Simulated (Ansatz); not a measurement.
**BPH₃F₃: ionisation energy by level of theory**

How much energy removes an electron from BPH₃F₃ at fixed geometry? The cation is run at each level and the neutral's energy taken from earlier runs.

Method: unrestricted cation, the program's frozen cores in correlated methods; program: Ansatz 0.2.0, Gaussian basis.

The runs, in order: UKS PBE-D4/def2-TZVPP; UKS r2SCAN-D4/def2-TZVPP; UKS PBE0-D4/def2-TZVPP; UKS B3LYP-D4/def2-TZVPP; UKS wB97X-V/def2-TZVPP; UKS wB97M-V/def2-TZVPP; UKS B2PLYP/def2-TZVPP; UHF-CCSD(T)/def2-TZVPP; UHF-MP2/def2-QZVPP; extrapolation to the limit; then −ε(HOMO) from the neutral's earlier runs with LDA (SPW92), PBE-D4, revPBE-D4, BLYP-D4, r2SCAN-D4, B97M-V, PBE0-D4, B3LYP-D4, r2SCANh-D4, r2SCAN0-D4, HSE06-D4, BHLYP-D4, CAM-B3LYP-D4, LC-ωPBE, ωB97X-V, ωB97M-V.

### 1 The geometry

An earlier PBE0-D4/def2-TZVP relaxation fixed the geometry.

8 atoms, charge 0, spin multiplicity 1.

Atoms are counted from 1 here; the program's logs count them from 0.

Bond lengths: F1–B2 1.318 Å, B2–F3 1.318 Å, B2–F4 1.318 Å, P5–H6 1.416 Å, P5–H7 1.416 Å, P5–H8 1.416 Å. Angles: F1–B2–F3 119.7°, F1–B2–F4 119.7°, F3–B2–F4 119.7°, H6–P5–H7 95.1°, H6–P5–H8 95.1°, H7–P5–H8 95.1°.

### 2 Cation, UKS PBE-D4/def2-TZVPP

Contents of in.yaml:

```yaml
crystal:
  periodic: [false, false, false]
  atoms:
    - {symbol: F, position_ang: [1.162934, -1.376531, 1.305366]}
    - {symbol: B, position_ang: [0.771111, -1.538728, 0.057907]}
    - {symbol: F, position_ang: [-0.346527, -2.188916, -0.195335]}
    - {symbol: F, position_ang: [1.598564, -1.255686, -0.927602]}
    - {symbol: P, position_ang: [-0.526491, 1.077627, -0.052936]}
    - {symbol: H, position_ang: [-1.582420, 1.419753, 0.825626]}
    - {symbol: H, position_ang: [0.199905, 2.275106, 0.152715]}
    - {symbol: H, position_ang: [-1.184875, 1.530174, -1.221539]}
basis:
  gaussian: {orbitals: def2-TZVPP}
total_charge: 1
magnetization: {spin_polarized: true, initial_magnetization: 1}
hamiltonian: {xc: pbe, dispersion: d4}
```

The run is started by

```console
> ansatz run in.yaml --threads 2 --pin off --events-out ev --progress --plain --max-ram 32768MiB --backend cpu
```

After this run come: Cation, UKS r2SCAN-D4/def2-TZVPP; Cation, UKS PBE0-D4/def2-TZVPP; Cation, UKS B3LYP-D4/def2-TZVPP; Cation, UKS wB97X-V/def2-TZVPP; Cation, UKS wB97M-V/def2-TZVPP; Cation, UKS B2PLYP (frozen core)/def2-TZVPP; Cation, UHF-CCSD(T)/def2-TZVPP; Cation, UHF-MP2/def2-QZVPP.

**Question.** What will the summary of the whole plan be? Wanted: ionisation energy, CCSD(T)/CBS; nearest functional by difference; nearest −ε(HOMO); −ε(HOMO) of PBE; T1 of the cation.

As calculated:

| quantity | value |
| --- | --- |
| ionisation energy, CCSD(T)/CBS | 11.05 eV |
| nearest functional by difference | ωB97M-V (-0.10 eV) |
| nearest −ε(HOMO) | LC-ωPBE (+0.06 eV) |
| −ε(HOMO) of PBE | 7.20 eV |
| T1 of the cation | 0.014 |

In words: Energy differences with functionals land within 0.30 eV of the reference. The PBE orbital energy is 3.8 eV too small: a semilocal HOMO is no ionisation energy. Among orbital estimates LC-ωPBE comes nearest. Hartree-Fock falls 1.10 eV short, as the neutral has more correlation energy than the cation.
